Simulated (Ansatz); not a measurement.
# Rb2Cd6Pd: the cost of one run

All numbers below are computed with Ansatz 0.2.0 (DFT, PBE, no spin polarisation, plane waves, PAW).

## (1) Geometry

The structure is cubic, space group Fm-3m (No. 225). Conventional cell: a = 9.880 Å, b = 9.880 Å, c = 9.880 Å, α = 90.00°, β = 90.00°, γ = 90.00°. Around Cd (site symmetry 4mm) lie 1 Pd at 2.35 Å. Pd (site symmetry m-3m) is surrounded by 6 Cd at 2.35 Å. Rb (site symmetry -43m) has 12 Cd at 3.50 Å as nearest neighbours.

In its conventional cell, by symmetry (the run takes the cell typed in the input):

```cif
data_structure
_symmetry_space_group_name_H-M 'Fm-3m'
_symmetry_Int_Tables_number 225
_cell_length_a 9.8801
_cell_length_b 9.8801
_cell_length_c 9.8801
_cell_angle_alpha 90.000
_cell_angle_beta 90.000
_cell_angle_gamma 90.000
_cell_volume 964.45
loop_
_atom_site_label
_atom_site_type_symbol
_atom_site_symmetry_multiplicity
_atom_site_Wyckoff_symbol
_atom_site_fract_x
_atom_site_fract_y
_atom_site_fract_z
_atom_site_occupancy
Cd1 Cd 24 e 0.23800 0.00000 0.00000 1
Pd1 Pd 4 a 0.00000 0.00000 0.00000 1
Rb1 Rb 8 c 0.25000 0.75000 0.75000 1
```

The first density is read from a saved solution for the starting cell.

## (2) Relaxing

input.yaml

```yaml
crystal:
  lattice:
    - [0.0, 4.940031, 4.940031]
    - [4.940031, 0.0, 4.940031]
    - [4.940031, 4.940031, 0.0]
  atoms:
    - { symbol: Cd, position: [0.762, 0.238, 0.238] }
    - { symbol: Cd, position: [0.238, 0.762, 0.238] }
    - { symbol: Cd, position: [0.238, 0.762, 0.762] }
    - { symbol: Cd, position: [0.762, 0.238, 0.762] }
    - { symbol: Cd, position: [0.238, 0.238, 0.762] }
    - { symbol: Cd, position: [0.762, 0.762, 0.238] }
    - { symbol: Pd, position: [0.0, 0.0, 0.0] }
    - { symbol: Rb, position: [0.25, 0.25, 0.25] }
    - { symbol: Rb, position: [0.75, 0.75, 0.75] }
  symmetry: { tolerance: 0.0003 }
kpoints:
  mp_grid: { grid: [6, 6, 6], shift: [0, 0, 0] }
magnetization:
  spin_polarized: false
scf:
  occupations: { method: gaussian, width: 0.1617 }
  lower_state_search: "off"
hamiltonian:
  pseudopotentials: { kind: paw }
  xc: pbe
basis:
  ecutwfc: 420
  fft_grid_basis: typed
relax:
  max_steps: 60
  f_tol: 0.03
output:
  forces: true
  stress: true
  eigenvalues: true
  bader: true
  populations: true
  elf: true
  write_potential: true
  volumetric_format: npy
  dos:
    e_range: [-12, 8]
    de: 0.05
    projected: { site_lists: { Cd: [Cd], Pd: [Pd], Rb: [Rb] } }
checkpoint:
  read: saved_state
```

Command:

```
ansatz run input.yaml --threads 2 --pin off --max-ram 2560MiB --backend cpu --events-out ev --progress --plain --runs-dir out
```

**Question.** How long does this run take on 2 threads of Arm Neoverse N1, shared host, and how much memory does it need?

About 2.5 min, with a peak of 0.87 GiB.
